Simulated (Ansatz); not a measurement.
# Si2Ge2H7 (doublet): from a generated start to a stationary point

Where does this start of Si2Ge2H7 (doublet) end when it is relaxed?

Computed with Ansatz 0.2.0, Gaussian basis. Level: UKS PBE0/def2-SVP.

2 further runs of the same task are left out: 2 that didn't finish.

### Step 1. Starting geometry

11 atoms, charge 0, spin multiplicity 2.

Atoms are counted from 1 here; the program's logs count them from 0.

Bond lengths: Si1–Ge2 2.379 Å, Si1–Ge4 2.379 Å, Si1–H5 1.464 Å, Ge2–Si3 2.380 Å, Ge2–H6 1.520 Å, Ge2–H7 1.520 Å, Si3–Ge4 2.380 Å, Si3–H8 1.464 Å, Si3–H9 1.464 Å, Ge4–H10 1.520 Å, Ge4–H11 1.520 Å. Angles: Ge2–Si1–Ge4 87.9°, Ge2–Si1–H5 115.3°, Ge4–Si1–H5 115.3°, Si1–Ge2–Si3 92.2°, Si1–Ge2–H6 116.7°, Si1–Ge2–H7 116.8°, Si3–Ge2–H6 116.6°, Si3–Ge2–H7 116.7°, H6–Ge2–H7 99.2°, Ge2–Si3–Ge4 87.8°, Ge2–Si3–H8 115.4°, Ge2–Si3–H9 115.3°, Ge4–Si3–H8 115.4°, Ge4–Si3–H9 115.3°, H8–Si3–H9 107.0°, Si1–Ge4–Si3 92.1°, Si1–Ge4–H10 116.6°, Si1–Ge4–H11 116.8° and more.

Geometry (Å):

```xyz
11
Ge2H7Si2
Si   -1.3926    0.3698   -0.9278
Ge   -0.8941    0.1065    1.3831
Si    1.3931   -0.3679    0.9277
Ge    0.8933   -0.1067   -1.3843
H    -1.8445    1.7055   -1.3223
H    -1.6749   -0.9607    2.1330
H    -1.1787    1.2959    2.2860
H     1.8500   -1.7013    1.3250
H     2.3521    0.5947    1.4734
H     1.1741   -1.3022   -2.2799
H     1.6775    0.9547   -2.1385
```

The start is a generated structure. Sticks and bond lists go by distance. No spin-orbit coupling is included. 

### Step 2. Relaxation

Contents of in.yaml:

```yaml
crystal:
  periodic: [false, false, false]
  atoms:
    - {symbol: Si, position_ang: [-1.392650, 0.369770, -0.927760]}
    - {symbol: Ge, position_ang: [-0.894140, 0.106470, 1.383130]}
    - {symbol: Si, position_ang: [1.393090, -0.367940, 0.927740]}
    - {symbol: Ge, position_ang: [0.893300, -0.106700, -1.384260]}
    - {symbol: H, position_ang: [-1.844550, 1.705500, -1.322280]}
    - {symbol: H, position_ang: [-1.674870, -0.960730, 2.133030]}
    - {symbol: H, position_ang: [-1.178700, 1.295920, 2.286040]}
    - {symbol: H, position_ang: [1.849970, -1.701280, 1.324960]}
    - {symbol: H, position_ang: [2.352090, 0.594700, 1.473450]}
    - {symbol: H, position_ang: [1.174120, -1.302190, -2.279890]}
    - {symbol: H, position_ang: [1.677540, 0.954660, -2.138480]}
basis:
  gaussian: {orbitals: def2-SVP}
magnetization: {spin_polarized: true, initial_magnetization: 1}
hamiltonian: {xc: pbe0}
relax: {f_tol: 0.01, max_steps: 150}
```

Launch:

```bash
$ ansatz run in.yaml --threads 1 --pin off --events-out ev --progress --plain --max-ram 16896MiB --backend cuda --devices 0, --max-vram 18GiB
```

The log of the run:

```text
Functional definition: PBE0
  name "PBE0"
  cite "Adamo & Barone, J. Chem. Phys. 110, 6158 (1999) doi:10.1063/1.478522"
  cite "Perdew, Burke & Ernzerhof, Phys. Rev. Lett. 77, 3865 (1996) doi:10.1103/PhysRevLett.77.3865"
  parent pbe
  parameter a = 0.25
  parameter kappa = 0.804
  parameter beta = 0.06672455060314922
  exchange = (1 - a)*pbe_x(kappa = kappa, mu = beta*pi^2/3) + a*exact_x
  correlation = pbe_c(beta = beta)
1404 factors; integrals over basis functions are off by at most 3.1e-4 eV
mean field evaluation 1: about -128863.9236 eV, gradient 1.3e1 eV
mean field evaluation 2: about -128864.3700 eV, gradient 1.0e1 eV
mean field evaluation 4: about -128864.6178 eV, gradient 3.8e-1 eV
mean field evaluation 8: about -128864.6160 eV, gradient 4.3e-2 eV
mean field evaluation 16: about -128864.6161 eV, gradient 5.5e-5 eV
mean field -128864.61607212 eV, -4735.6872930764 hartree, gradient 5.5e-5 eV, S^2 0.754591; 0 other end points of the search recorded, 0 dependent functions left out
the calculation of the forces begins
reference -128864.61610497 eV, -4735.6872942837 hartree; 50, 49 occupied and 85, 86 virtual orbitals, 1404 factors
relax step   1: F+E_penalty+E_count = -128864.61607212 eV  Δ(F+E_penalty+E_count) = +0.000e0 eV  max|allowed force component| = 6.022e-1 eV/Å  Δτ_max = 0.0000 Å  (28 SCF iters, accepted)
these checks for a lower state are left out or cut short: starts, cluster_reference, orbital_swaps, neighbouring_geometries, increment
1404 factors; integrals over basis functions are off by at most 3.6e-4 eV
mean field -128864.70661022 eV, -4735.6906202903 hartree, gradient 1.5e-5 eV, S^2 0.755506; 0 other end points of the search recorded, 0 dependent functions left out
the calculation of the forces begins
reference -128864.70664266 eV, -4735.6906214824 hartree; 50, 49 occupied and 85, 86 virtual orbitals, 1404 factors
relax step   2: F+E_penalty+E_count = -128864.70661022 eV  Δ(F+E_penalty+E_count) = -9.054e-2 eV  max|allowed force component| = 3.722e-1 eV/Å  Δτ_max = 0.1719 Å  (29 SCF iters, accepted)
these checks for a lower state are left out or cut short: starts, cluster_reference, orbital_swaps, neighbouring_geometries, increment
1404 factors; integrals over basis functions are off by at most 3.5e-4 eV
mean field -128864.80379687 eV, -4735.6941918337 hartree, gradient 5.0e-6 eV, S^2 0.754894; 0 other end points of the search recorded, 0 dependent functions left out
the calculation of the forces begins
reference -128864.80382960 eV, -4735.6941930366 hartree; 50, 49 occupied and 85, 86 virtual orbitals, 1404 factors
relax step   3: F+E_penalty+E_count = -128864.80379687 eV  Δ(F+E_penalty+E_count) = -9.719e-2 eV  max|allowed force component| = 9.286e-2 eV/Å  Δτ_max = 0.1028 Å  (30 SCF iters, accepted)
[... from here on, the SCF cycles and remarks between the steps are left out ...]
relax step   4: F+E_penalty+E_count = -128864.80661608 eV  Δ(F+E_penalty+E_count) = -2.819e-3 eV  max|allowed force component| = 3.162e-2 eV/Å  Δτ_max = 0.0293 Å  (26 SCF iters, accepted)
relax step   5: F+E_penalty+E_count = -128864.80807199 eV  Δ(F+E_penalty+E_count) = -1.456e-3 eV  max|allowed force component| = 4.025e-2 eV/Å  Δτ_max = 0.0833 Å  (27 SCF iters, accepted)
relax step   6: F+E_penalty+E_count = -128864.80869262 eV  Δ(F+E_penalty+E_count) = -6.206e-4 eV  max|allowed force component| = 1.514e-2 eV/Å  Δτ_max = 0.0151 Å  (26 SCF iters, accepted)
relax step   7: F+E_penalty+E_count = -128864.80878337 eV  Δ(F+E_penalty+E_count) = -9.075e-5 eV  max|allowed force component| = 2.831e-3 eV/Å  Δτ_max = 0.0116 Å  (25 SCF iters, accepted)
relax step   8: F+E_penalty+E_count = -128864.80883812 eV  Δ(F+E_penalty+E_count) = -5.475e-5 eV  max|allowed force component| = 1.243e-2 eV/Å  Δτ_max = 0.0192 Å  (26 SCF iters, accepted)
relax step   9: F+E_penalty+E_count = -128864.80896098 eV  Δ(F+E_penalty+E_count) = -1.229e-4 eV  max|allowed force component| = 2.452e-2 eV/Å  Δτ_max = 0.0494 Å  (27 SCF iters, accepted)
relax step  10: F+E_penalty+E_count = -128864.80814517 eV  Δ(F+E_penalty+E_count) = +8.158e-4 eV  max|allowed force component| = 1.145e-1 eV/Å  Δτ_max = 0.1950 Å  (29 SCF iters, rejected (line search))
relax step  11: F+E_penalty+E_count = -128864.80924317 eV  Δ(F+E_penalty+E_count) = -2.822e-4 eV  max|allowed force component| = 4.246e-2 eV/Å  Δτ_max = 0.0938 Å  (27 SCF iters, accepted)
relax step  12: F+E_penalty+E_count = -128864.80948635 eV  Δ(F+E_penalty+E_count) = -2.432e-4 eV  max|allowed force component| = 5.060e-2 eV/Å  Δτ_max = 0.0347 Å  (27 SCF iters, accepted)
relax step  13: F+E_penalty+E_count = -128864.80883686 eV  Δ(F+E_penalty+E_count) = +6.495e-4 eV  max|allowed force component| = 1.257e-1 eV/Å  Δτ_max = 0.1233 Å  (29 SCF iters, rejected (line search))
relax step  14: F+E_penalty+E_count = -128864.81016920 eV  Δ(F+E_penalty+E_count) = -6.829e-4 eV  max|allowed force component| = 4.261e-2 eV/Å  Δτ_max = 0.0609 Å  (27 SCF iters, accepted)
relax step  15: F+E_penalty+E_count = -128864.80963259 eV  Δ(F+E_penalty+E_count) = +5.366e-4 eV  max|allowed force component| = 9.162e-2 eV/Å  Δτ_max = 0.0722 Å  (27 SCF iters, rejected (line search))
relax step  16: F+E_penalty+E_count = -128864.81075670 eV  Δ(F+E_penalty+E_count) = -5.875e-4 eV  max|allowed force component| = 5.010e-2 eV/Å  Δτ_max = 0.0352 Å  (27 SCF iters, accepted)
relax step  17: F+E_penalty+E_count = -128864.81116771 eV  Δ(F+E_penalty+E_count) = -4.110e-4 eV  max|allowed force component| = 5.205e-2 eV/Å  Δτ_max = 0.0365 Å  (26 SCF iters, accepted)
relax step  18: F+E_penalty+E_count = -128864.81180370 eV  Δ(F+E_penalty+E_count) = -6.360e-4 eV  max|allowed force component| = 6.448e-2 eV/Å  Δτ_max = 0.0562 Å  (27 SCF iters, accepted)
relax step  19: F+E_penalty+E_count = -128864.81273853 eV  Δ(F+E_penalty+E_count) = -9.348e-4 eV  max|allowed force component| = 9.852e-2 eV/Å  Δτ_max = 0.0824 Å  (27 SCF iters, accepted)
relax step  20: F+E_penalty+E_count = -128864.81322329 eV  Δ(F+E_penalty+E_count) = -4.848e-4 eV  max|allowed force component| = 1.818e-1 eV/Å  Δτ_max = 0.1241 Å  (29 SCF iters, accepted)
relax step  21: F+E_penalty+E_count = -128864.81349685 eV  Δ(F+E_penalty+E_count) = -2.736e-4 eV  max|allowed force component| = 1.840e-1 eV/Å  Δτ_max = 0.0229 Å  (27 SCF iters, accepted)
relax step  22: F+E_penalty+E_count = -128864.81524300 eV  Δ(F+E_penalty+E_count) = -1.746e-3 eV  max|allowed force component| = 1.234e-2 eV/Å  Δτ_max = 0.0291 Å  (27 SCF iters, accepted)
relax step  23: F+E_penalty+E_count = -128864.81585182 eV  Δ(F+E_penalty+E_count) = -6.088e-4 eV  max|allowed force component| = 1.479e-2 eV/Å  Δτ_max = 0.0684 Å  (28 SCF iters, accepted)
relax step  24: F+E_penalty+E_count = -128864.81571390 eV  Δ(F+E_penalty+E_count) = +1.379e-4 eV  max|allowed force component| = 6.753e-2 eV/Å  Δτ_max = 0.1149 Å  (27 SCF iters, rejected (line search))
relax step  25: F+E_penalty+E_count = -128864.81630830 eV  Δ(F+E_penalty+E_count) = -4.565e-4 eV  max|allowed force component| = 1.282e-2 eV/Å  Δτ_max = 0.0564 Å  (27 SCF iters, accepted)
relax step  26: F+E_penalty+E_count = -128864.81645269 eV  Δ(F+E_penalty+E_count) = -1.444e-4 eV  max|allowed force component| = 2.208e-2 eV/Å  Δτ_max = 0.0715 Å  (28 SCF iters, accepted)
relax step  27: F+E_penalty+E_count = -128864.81650634 eV  Δ(F+E_penalty+E_count) = -5.365e-5 eV  max|allowed force component| = 1.202e-2 eV/Å  Δτ_max = 0.0038 Å  (22 SCF iters, accepted)
these checks for a lower state are left out or cut short: starts, cluster_reference, orbital_swaps, neighbouring_geometries, increment
1404 factors; integrals over basis functions are off by at most 3.5e-4 eV
mean field evaluation 160: about -128864.8165 eV, gradient 8.1e-2 eV
mean field -128864.81654675 eV, -4735.6946603832 hartree, gradient 4.1e-5 eV, S^2 0.754824; 0 other end points of the search recorded, 0 dependent functions left out
the calculation of the forces begins
reference -128864.81657894 eV, -4735.6946615663 hartree; 50, 49 occupied and 85, 86 virtual orbitals, 1404 factors
relax step  28: F+E_penalty+E_count = -128864.81654675 eV  Δ(F+E_penalty+E_count) = -4.041e-5 eV  max|allowed force component| = 1.861e-3 eV/Å  Δτ_max = 0.0022 Å  (22 SCF iters, accepted)
1404 factors; integrals over basis functions are off by at most 3.5e-4 eV
mean field -128864.81654675 eV, -4735.6946603832 hartree, gradient 4.1e-5 eV, S^2 0.754824; 1 other end points of the search recorded, 0 dependent functions left out
the calculation of the forces begins
reference -128864.81657894 eV, -4735.6946615663 hartree; 50, 49 occupied and 85, 86 virtual orbitals, 1404 factors
Total energy: -128864.81657894 eV, -4735.6946615663 hartree
Atom 0 at    -1.277955     0.668918    -0.876676 Å, force    -0.000051    -0.001236     0.000168 eV/Å
Atom 1 at    -0.980451    -0.011961     1.413716 Å, force     0.001379    -0.000115    -0.001580 eV/Å
Atom 2 at     1.364664    -0.219213     0.897987 Å, force    -0.001180    -0.001325    -0.000440 eV/Å
Atom 3 at     0.876050    -0.234145    -1.461975 Å, force    -0.000695     0.000078     0.001861 eV/Å
Atom 4 at    -1.341556     2.162921    -1.033257 Å, force     0.000194     0.000774     0.000178 eV/Å
Atom 5 at    -1.638242    -1.376878     1.697983 Å, force    -0.000366     0.000320     0.000358 eV/Å
Atom 6 at    -1.383073     0.975890     2.524600 Å, force    -0.000025    -0.000132     0.000337 eV/Å
Atom 7 at     2.126612    -1.370907     1.478842 Å, force    -0.000218     0.000472    -0.000138 eV/Å
Atom 8 at     2.056476     1.061712     1.245716 Å, force     0.000443     0.001175     0.000134 eV/Å
Atom 9 at     0.765904    -1.664651    -2.025895 Å, force     0.000276     0.000236    -0.000653 eV/Å
Atom 10 at     1.786771     0.596494    -2.385361 Å, force     0.000245    -0.000247    -0.000226 eV/Å
Dipole moment:     0.040781    -0.007459     0.026890 e Å
```

Wall time 99 s (1 × NVIDIA H100 80GB HBM3 with 1 thread of AMD EPYC 7R13 (Zen 3), shared host); peak host memory 1.7 GiB.

The steps of the relaxation:

```
step  energy from step 1 (eV)  largest force component (eV/Å)
   1                   0.0000                          0.6022
   2                  -0.0905                          0.3722
   3                  -0.1877                          0.0929
   4                  -0.1905                          0.0316
   5                  -0.1920                          0.0403
   6                  -0.1926                          0.0151
   7                  -0.1927                          0.0028
   8                  -0.1928                          0.0124
   9                  -0.1929                          0.0245
  10                  -0.1921                          0.1145
  11                  -0.1932                          0.0425
  12                  -0.1934                          0.0506
  13                  -0.1928                          0.1257
  14                  -0.1941                          0.0426
  15                  -0.1936                          0.0916
  16                  -0.1947                          0.0501
  17                  -0.1951                          0.0520
  18                  -0.1957                          0.0645
  19                  -0.1967                          0.0985
  20                  -0.1972                          0.1818
  21                  -0.1974                          0.1840
  22                  -0.1992                          0.0123
  23                  -0.1998                          0.0148
  24                  -0.1996                          0.0675
  25                  -0.2002                          0.0128
  26                  -0.2004                          0.0221
  27                  -0.2004                          0.0120
  28                  -0.2005                          0.0019
```

The force was under the threshold of 0.01 eV/Å already at step 7, but the program went on to step 28.

Distances of close pairs at the start and the end, largest changes first:

```
   bond  before (Å)  after (Å)  change (Å)
 Si1–H5       1.464      1.504      +0.039
 Si3–H8       1.464      1.498      +0.034
 Si3–H9       1.464      1.497      +0.032
Si3–Ge4       2.380      2.410      +0.030
Ge2–Si3       2.380      2.410      +0.030
Si1–Ge2       2.379      2.408      +0.029
Si1–Ge4       2.379      2.408      +0.029
Ge4–H10       1.520      1.542      +0.022
```

Mulliken charges at the end point, from the report:

```
atom  value (e)
 Si1       0.01
 Ge2       0.04
 Si3       0.06
 Ge4       0.04
  H5      -0.02
  H6      -0.02
  H7      -0.02
  H8      -0.02
  H9      -0.02
 H10      -0.02
 H11      -0.02
```

At the end: Bond lengths: Si1–Ge2 2.408 Å, Si1–Ge4 2.408 Å, Si1–H5 1.504 Å, Ge2–Si3 2.410 Å, Ge2–H6 1.542 Å, Ge2–H7 1.540 Å, Si3–Ge4 2.410 Å, Si3–H8 1.498 Å, Si3–H9 1.497 Å, Ge4–H10 1.542 Å, Ge4–H11 1.540 Å. Angles: Ge2–Si1–Ge4 90.8°, Ge2–Si1–H5 112.7°, Ge4–Si1–H5 112.7°, Si1–Ge2–Si3 86.6°, Si1–Ge2–H6 111.9°, Si1–Ge2–H7 118.2°, Si3–Ge2–H6 112.2°, Si3–Ge2–H7 117.6°, H6–Ge2–H7 108.9°, Ge2–Si3–Ge4 90.7°, Ge2–Si3–H8 118.6°, Ge2–Si3–H9 109.1°, Ge4–Si3–H8 118.6°, Ge4–Si3–H9 109.1°, H8–Si3–H9 109.4°, Si1–Ge4–Si3 86.6°, Si1–Ge4–H10 111.9°, Si1–Ge4–H11 118.2° and more.

### Step 3. What came out

```
                  quantity            value
                     steps               28
             energy gained         0.200 eV
shift from the start (rms)          0.469 Å
              total energy  -128864.8166 eV
             dipole moment           0.24 D
                      ⟨S²⟩            0.755
```

In words: The bonds of the start are those of the end. Si1–H5 went from 1.464 to 1.504 Å. No vibrations were run, so this is a stationary point, not a proven minimum, and this spin need not be the ground state's.
